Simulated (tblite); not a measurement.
# F4N2Na2O8S4: the cost of one run

Programs: tblite 0.8.0 and PySCF 2.14.0, with routines of our own; each step states its level. All values are computed. Atoms count from 0.

### Step 1. The starting structure

20 atoms, charge 0, multiplicity 1; geometry from: force field, distance geometry or constructed start.

### Step 2. Geometry optimisation with GFN2-xTB

Job settings and geometry (Å):

```
{"job": {"kind": "relax", "xc": "GFN2-xTB", "basis": "xTB"}, "charge": 0, "multiplicity": 1}
O      1.954700    -3.678000     0.600300
S      1.532500    -2.386200     1.141000
O      2.623800    -1.414800     1.262100
F      1.270900    -2.725100     2.682800
N      0.173900    -1.774600     0.662300
S     -1.029300    -2.781300     0.770200
O     -1.246700    -3.452500     2.044100
O     -2.247600    -2.312500     0.125300
F     -0.606800    -3.988200    -0.194200
O     -2.775700     0.954000    -3.011400
S     -2.210100    -0.053700    -2.124400
O     -1.308600    -0.997000    -2.783300
F     -3.467200    -0.995800    -1.813400
N     -1.719400     0.398300    -0.700500
S     -2.812600     1.220200     0.088400
O     -4.151000     0.649300     0.213600
O     -2.312200     1.835200     1.317400
F     -3.056400     2.503300    -0.825100
Na    -0.000600     0.001800     0.002500
Na     0.353300     1.867200    -0.061200
```

Command:

```bash
OMP_NUM_THREADS=1 python large_run.py task.json out
```

The driver reads the jobs from task.json and runs them one after another.

Q: Estimate the wall time and peak memory of this first job on 1 thread of Arm Neoverse N1, shared host.

About 8.3 s, with a peak of 0.18 GiB.
